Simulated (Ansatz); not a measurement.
# Sr3Sc (I4/mmm) in Ansatz: convergence with k mesh

Aim: find how far k mesh must go before the results for Sr3Sc settle, at r2SCAN. This setting moves, with any that are tied to it; all else stays.

Program: Ansatz 0.2.0. These are calculated values, not measurements. Logs are shortened: lines on timing, memory, paths and dates and some standing lists are left out, and cuts for length are marked.

### Step 1. The crystal as given

The structure is tetragonal, space group I4/mmm (No. 139). The conventional cell has a = 5.563 Å, b = 5.563 Å, c = 11.573 Å, α = 90.00°, β = 90.00°, γ = 90.00°. Sr (site symmetry 4/mmm) is surrounded by 4 Sc at 3.93 Å and 8 Sr at 4.01 Å. Sr (site symmetry -4m2) has 8 Sr at 3.93 to 4.01 Å and 4 Sc at 4.01 Å as nearest neighbours. Sc (site symmetry 4/mmm) is surrounded by 12 Sr at 3.93 to 4.01 Å.

The cell comes from a database or a generator and needn't be the stable form of this composition.

### Step 2. With k mesh 2 × 2 × 2

The input, input.yaml:

```yaml
crystal:
  lattice:
    - [-2.781317, 2.781317, 5.78673]
    - [2.781317, -2.781317, 5.78673]
    - [2.781317, 2.781317, -5.78673]
  atoms:
    - { symbol: Sr, position: [0.5, 0.5, 0.0] }
    - { symbol: Sr, position: [0.25, 0.75, 0.5] }
    - { symbol: Sr, position: [0.75, 0.25, 0.5] }
    - { symbol: Sc, position: [0.0, 0.0, 0.0] }
hamiltonian:
  xc: r2scan
  pseudopotentials: { kind: paw }
kpoints:
  mp_grid: { grid: [2, 2, 2] }
scf:
  occupations: { method: fermi_dirac, width: 0.05 }
output:
  forces: true
  stress: true
  eigenvalues: true
```

Potentials or basis: Ansatz PAW.

The run is started by

```console
ansatz run input.yaml --threads 2 --pin off --max-ram 5632MiB --backend cpu --events-out ev --progress --plain --runs-dir out
```

The program printed:

```text
Warning: RAYON_NUM_THREADS=2 ignored (pool sized by the plan → 2); use --threads N
Engine: ansatz 0.2.0, aarch64-unknown-linux-gnu
Pseudopotentials: kind: paw
Pseudopotential: Sr, paw, valence charge 10, recommended cutoff 500 eV (meta_gga), Sr.paw.azcp
Pseudopotential: Sc, paw, valence charge 11, recommended cutoff 500 eV (meta_gga), Sc.paw.azcp
Functional definition: r2SCAN
  parameter k0 = 0.174
  parameter k1 = 0.065
  parameter a1 = 4.9479
  exchange = r2scan_x(k0 = k0, k1 = k1, a1 = a1)
  correlation = r2scan_c
Crystal: 4 atoms, lattice volume = 179.058 Å³
Basis set: ecut = 500 eV, 4509 PW (Γ), exchange–correlation on 216×216×216 points (64 copies of the dense FFT grid, shifted against one another)
Bands: 25, of which v1, the nominal top of the filled ones, is band 21 counted from 1 (20 counted from 0)
Symmetry: 16 space group operations
Space group: I4/mmm (ITA 139), of the structure as read, at distance tolerance 5.6e-5 Å
k-points: 4 of 8
Non-local potential: Sr, projectors of the file, l = 0: 3, l = 1: 2, l = 2: 2
Non-local potential: Sc, projectors of the file, l = 0: 3, l = 1: 2, l = 2: 3, l = 3: 1
PAW form: soft (Blöchl's): semilocal exchange-correlation on the pseudo side does not see the compensation charge
PAW frozen core: Sr, regenerated for the run's functional (the file was generated under x = pbe(κ = 0.804, μ = 0.2195149727645171), c = pbe(β = 0.06672455060314922))
PAW frozen core: Sc, regenerated for the run's functional (the file was generated under x = pbe(κ = 0.804, μ = 0.2195149727645171), c = pbe(β = 0.06672455060314922))
PAW one-centre angular grid: Sr, 302 points (default); XC on 160 Gauss nodes
PAW one-centre angular grid: Sc, 590 points (default); XC on 160 Gauss nodes
Initial density: superposition of atomic densities (neutral atoms: chi_scale 0, normalization atom), corrected by the library's trained network
Initial wavefunctions: pseudopotential atomic-orbital guess
Functional: x = r2scan, c = r2scan; τ floored in thin density (d = 2e-4 eV/Å³)
SCF iter   1: F=—  HF=-12804.753955 eV  |F-HF|=—  |Δ(HF+E_count)|=         —  Δρ=1.13e-2  dr2=4.61e-1  dr2_τ=1.77e-2  ethr=1.77e-3  ⟨swp⟩=10.0  Hψ=576  notcnv=0
preconditioner: auto → Kerker (q_TF=auto, 2.134 Å⁻¹)  [metal: Δε(μ)=0.151 eV  Ē_g=1.967 eV  σ=0.050 eV  W_gap=0.48  n_scr=30 (ndim 8)  ℏωp=8.3 eV  f_vac=0.000  D(μ)=6.73/eV (n_scr^D=60)]
SCF iter   2: F=—  HF=-12804.815965 eV  |F-HF|=—  |Δ(HF+E_count)|=   6.20e-2  Δρ=6.36e-3  dr2=1.48e-1  dr2_τ=1.41e-2  ethr=1.12e-3  ⟨swp⟩=3.5  Hψ=192  notcnv=0
SCF iter   3: F=—  HF=-12804.809707 eV  |F-HF|=—  |Δ(HF+E_count)|=   6.26e-3  Δρ=2.62e-3  dr2=2.00e-2  dr2_τ=4.86e-4  ethr=3.60e-4  ⟨swp⟩=2.5  Hψ=129  notcnv=0
SCF iter   4: F=—  HF=-12804.813346 eV  |F-HF|=—  |Δ(HF+E_count)|=   3.64e-3  Δρ=2.61e-3  dr2=2.63e-2  dr2_τ=6.42e-4  ethr=4.88e-5  ⟨swp⟩=2.5  Hψ=186  notcnv=0
SCF iter   5: F=—  HF=-12804.811348 eV  |F-HF|=—  |Δ(HF+E_count)|=   2.00e-3  Δρ=9.53e-4  dr2=3.34e-3  dr2_τ=1.10e-5  ethr=4.88e-5  ⟨swp⟩=2.0  Hψ=122  notcnv=0
SCF iter   6: F=—  HF=-12804.811107 eV  |F-HF|=—  |Δ(HF+E_count)|=   2.42e-4  Δρ=4.46e-4  dr2=7.88e-4  dr2_τ=1.06e-5  ethr=8.14e-6  ⟨swp⟩=1.8  Hψ=106  notcnv=0
SCF iter   7: F=—  HF=-12804.811035 eV  |F-HF|=—  |Δ(HF+E_count)|=   7.16e-5  Δρ=1.53e-4  dr2=9.30e-5  dr2_τ=1.16e-6  ethr=1.92e-6  ⟨swp⟩=2.0  Hψ=110  notcnv=0
SCF iter   8: F=—  HF=-12804.811008 eV  |F-HF|=—  |Δ(HF+E_count)|=   2.75e-5  Δρ=8.06e-6  dr2=1.89e-7  dr2_τ=2.87e-9  ethr=2.27e-7  ⟨swp⟩=2.0  Hψ=118  notcnv=0
SCF iter   9: F=—  HF=-12804.811008 eV  |F-HF|=—  |Δ(HF+E_count)|=   3.09e-7  Δρ=8.52e-6  dr2=3.50e-7  dr2_τ=5.57e-9  ethr=2.44e-10  ⟨swp⟩=9.8  Hψ=489  notcnv=0
SCF iter  10: F=-12804.811008 eV  HF=-12804.811008 eV  |F-HF|=2.78e-9  |Δ(HF+E_count)|=   3.41e-8  Δρ=9.16e-7  dr2=3.56e-9  dr2_τ=1.36e-10  ethr=2.44e-10  ⟨swp⟩=3.5  Hψ=349  notcnv=0
SCF 1 converged in 10 iterations: F = -12804.811008 eV  dr2 = 3.56e-9
SCF converged after 10 iterations
Free energy (F): -12804.811008 eV
Harris-Foulkes:  -12804.811008 eV  (|F-HF|=2.78e-9)
Internal energy: -12804.742001 eV  (E = F + TS)
E sigma→0 (E₀):  -12804.776505 eV
Entropy (-TS):   -0.069007 eV (-17.252 meV/atom)
Fermi energy:    6.043041 eV
--- Per-component energies (eV) ---
  E_band       = -619.622154
  E_kinetic    = 985.561571
  E_local      = -3220.232508  (includes V_loc(G=0)·N_el)
  E_nonlocal   = 688.471917
  E_hartree    = 899.339307
  E_xc         = -582.937394
  E_vxc        = -663.303897  (∫ρ·V_xc dr)
  E_paw        = -9110.892548  (= ΣΔE_a)
  E_vpaw       = -246.005577  (= ΣTr[D̂ρ^β])
  E_aug_tail   = 0.000003  (compensation charges beyond the density's cutoff)
  E_vtau       = 37.206233  (kinetic-family band-sum trace: ∫τ·v_τ [+ j·A + Jᵃ·Aᵃ] dr)
  E_ewald      = -2463.375747
  E_core_change = -0.676601  (= ΣΔE_core)
  E_smearing   = -0.069007  (= −TS)
  E_closure    = -0.000000  (closes the sum)
  Σ components = -12804.811008   (vs F -12804.811008, Δ=0.00e0)
--- Forces (eV/Å), atoms counted from 1 ---
  atom   1  Sr    -0.00000000    -0.00000000    -0.00000000
  atom   2  Sr    -0.00000000    -0.00000000     0.00000000
  atom   3  Sr     0.00000000    -0.00000000    -0.00000000
  atom   4  Sc     0.00000000    -0.00000000    -0.00000000
  max |Σ_I F_I| component: 1.93e-18 eV/Å
--- Stress (GPa, compression-positive) ---
       -0.314704      -0.000000       0.000000
       -0.000000      -0.314704       0.000000
        0.000000      -0.000000       1.758011
  P = ⅓ Tr σ = 0.3762 GPa (3.762 kbar)
--- Band table (eV) ---
  k-point 0: bands = ["-47.0979", "-31.4879", "-31.4367", "-31.4131", "-24.7004", "-24.7004", "-24.6514", "-13.0155", "-12.9454", "-12.9454", "-12.8601", "-12.8601", "-12.7638", "-12.7278", "-12.7190", "-12.7190", "1.8233", "5.1049", "5.7365", "5.8034", "6.0978", "6.3505", "6.3505", "6.6683", "6.6683"]
  k-point 1: bands = ["-47.0979", "-31.4818", "-31.4277", "-31.4277", "-24.7007", "-24.7007", "-24.6513", "-13.0675", "-12.9803", "-12.9350", "-12.8509", "-12.8383", "-12.7882", "-12.7124", "-12.7122", "-12.7047", "4.1799", "4.6495", "4.9161", "4.9620", "5.9894", "6.1089", "6.3141", "6.5939", "6.9409"]
  k-point 2: bands = ["-47.0979", "-31.4831", "-31.4278", "-31.4266", "-24.7006", "-24.7003", "-24.6513", "-12.9956", "-12.9075", "-12.9029", "-12.8484", "-12.8412", "-12.7959", "-12.7903", "-12.7822", "-12.7185", "3.5047", "3.7686", "5.4648", "5.5687", "6.1484", "6.4169", "6.4364", "6.7133", "6.7655"]
  k-point 3: bands = ["-47.0979", "-31.4820", "-31.4427", "-31.4132", "-24.7004", "-24.7004", "-24.6513", "-12.9854", "-12.9854", "-12.9302", "-12.8230", "-12.8032", "-12.8032", "-12.7597", "-12.7348", "-12.7348", "3.0869", "3.3685", "5.1115", "5.2312", "6.0011", "6.0011", "6.4173", "7.1547", "7.4034"]
```

Wall time 4 s (2 threads of Arm Neoverse V2, shared host); peak memory 1 GiB.

What came out:

* Free energy: -12804.8110 eV
* Pressure: 0.4 GPa
* Band gap on the k mesh: none (metal or under the smearing width)

### Step 3. With k mesh 3 × 3 × 3

Edit input.yaml of step 2 so:

```diff
@@ -14,3 +14,3 @@
 kpoints:
-  mp_grid: { grid: [2, 2, 2] }
+  mp_grid: { grid: [3, 3, 3] }
 scf:
```

Potentials or basis: Ansatz PAW.

The run is started by

```console
ansatz run input.yaml --threads 2 --pin off --max-ram 5632MiB --backend cpu --events-out ev --progress --plain --runs-dir out
```

Run time: 4.5 s. Hardware: 2 threads of Arm Neoverse V2, shared host; peak memory 1 GiB.

What came out:

```
Free energy            : -12804.6983 eV
Pressure               : 0.6 GPa
Band gap on the k mesh : none (metal or under the smearing width)
```

### Step 4. With k mesh 4 × 4 × 4

Edit input.yaml of step 3 so:

```diff
@@ -14,3 +14,3 @@
 kpoints:
-  mp_grid: { grid: [3, 3, 3] }
+  mp_grid: { grid: [4, 4, 4] }
 scf:
```

The run is started by

```console
ansatz run input.yaml --threads 2 --pin off --max-ram 5632MiB --backend cpu --events-out ev --progress --plain --runs-dir out
```

Wall time 6.3 s (2 threads of Arm Neoverse V2, shared host); peak memory 1.1 GiB.

Results:

- Free energy: -12804.6688 eV
- Pressure: 0.5 GPa
- Band gap on the k mesh: none (metal or under the smearing width)

### Step 5. With k mesh 5 × 5 × 5

Edit input.yaml of step 4 so:

```diff
@@ -14,3 +14,3 @@
 kpoints:
-  mp_grid: { grid: [4, 4, 4] }
+  mp_grid: { grid: [5, 5, 5] }
 scf:
```

The run is started by

```console
ansatz run input.yaml --threads 2 --pin off --max-ram 5632MiB --backend cpu --events-out ev --progress --plain --runs-dir out
```

It took 7.6 s on 2 threads of Arm Neoverse V2, shared host; peak memory 1.1 GiB.

Results:

```yaml
Free_energy: -12804.6693 eV
Pressure: 0.4 GPa
Band_gap_on_the_k_mesh: none (metal or under the smearing width)
```

### Step 6. With k mesh 6 × 6 × 6

Edit input.yaml of step 5 so:

```diff
@@ -14,3 +14,3 @@
 kpoints:
-  mp_grid: { grid: [5, 5, 5] }
+  mp_grid: { grid: [6, 6, 6] }
 scf:
```

Potentials or basis: Ansatz PAW.

The run is started by

```console
ansatz run input.yaml --threads 2 --pin off --max-ram 5632MiB --backend cpu --events-out ev --progress --plain --runs-dir out
```

It took 12 s on 2 threads of Arm Neoverse V2, shared host; peak memory 1.2 GiB.

Results (log left out):

* Free energy: -12804.6740 eV
* Pressure: 0.4 GPa
* Band gap on the k mesh: none (metal or under the smearing width)

### Step 7. With k mesh 8 × 8 × 8

Edit input.yaml of step 6 so:

```diff
@@ -14,3 +14,3 @@
 kpoints:
-  mp_grid: { grid: [6, 6, 6] }
+  mp_grid: { grid: [8, 8, 8] }
 scf:
```

The run is started by

```console
ansatz run input.yaml --threads 2 --pin off --max-ram 5632MiB --backend cpu --events-out ev --progress --plain --runs-dir out
```

It took 21 s on 2 threads of Arm Neoverse V2, shared host; peak memory 1.2 GiB.

The run converged. Its results:

| Property | Result |
| --- | --- |
| Free energy | -12804.6720 eV |
| Pressure | 0.5 GPa |
| Band gap on the k mesh | none (metal or under the smearing width) |

### Step 8. With k mesh 9 × 9 × 9

Edit input.yaml of step 7 so:

```diff
@@ -14,3 +14,3 @@
 kpoints:
-  mp_grid: { grid: [8, 8, 8] }
+  mp_grid: { grid: [9, 9, 9] }
 scf:
```

The run is started by

```console
ansatz run input.yaml --threads 2 --pin off --max-ram 5632MiB --backend cpu --events-out ev --progress --plain --runs-dir out
```

Run time: 22 s. Hardware: 2 threads of Arm Neoverse V2, shared host; peak memory 1.3 GiB.

It converged, with:

* Free energy: -12804.6721 eV
* Pressure: 0.5 GPa
* Band gap on the k mesh: none (metal or under the smearing width)

### Step 9. With k mesh 11 × 11 × 11

Edit input.yaml of step 8 so:

```diff
@@ -14,3 +14,3 @@
 kpoints:
-  mp_grid: { grid: [9, 9, 9] }
+  mp_grid: { grid: [11, 11, 11] }
 scf:
```

Potentials or basis: Ansatz PAW.

The run is started by

```console
ansatz run input.yaml --threads 2 --pin off --max-ram 5632MiB --backend cpu --events-out ev --progress --plain --runs-dir out
```

Run time: 34 s. Hardware: 2 threads of Arm Neoverse V2, shared host; peak memory 1.4 GiB.

It converged, with:

```yaml
Free_energy: -12804.6724 eV
Pressure: 0.5 GPa
Band_gap_on_the_k_mesh: none (metal or under the smearing width)
```

### Step 10. Summary

| k mesh | energy less the tightest run, at zero smearing (meV/atom) | pressure (GPa) | SCF cycles | CPU time (s) | peak memory (GiB) |
| --- | --- | --- | --- | --- | --- |
| 2 × 2 × 2 | -34.81 | 0.38 | 10 | 7.9 | 1 |
| 3 × 3 × 3 | -4.92 | 0.62 | 10 | 8.9 | 1 |
| 4 × 4 × 4 | 2.56 | 0.49 | 10 | 12 | 1.1 |
| 5 × 5 × 5 | 0.76 | 0.44 | 10 | 15 | 1.1 |
| 6 × 6 × 6 | -1.02 | 0.45 | 9 | 24 | 1.2 |
| 8 × 8 × 8 | 0.10 | 0.45 | 9 | 42 | 1.2 |
| 9 × 9 × 9 | 0.07 | 0.45 | 9 | 43 | 1.3 |
| 11 × 11 × 11 | 0.00 | 0.46 | 9 | 69 | 1.4 |

Against the tightest run, the energy stays within 1 meV/atom from 8 × 8 × 8 on; the pressure stays within 0.1 GPa from 4 × 4 × 4 on. Meshes of other sizes hit other points, so gaps and Fermi surfaces needn't settle smoothly. The tightest run that finished is the yardstick and may itself not be fully converged.

Caveats: the PAW data sets come from PBE, with cores solved anew for the run's functional, which leaves a small shift of forces and pressure.
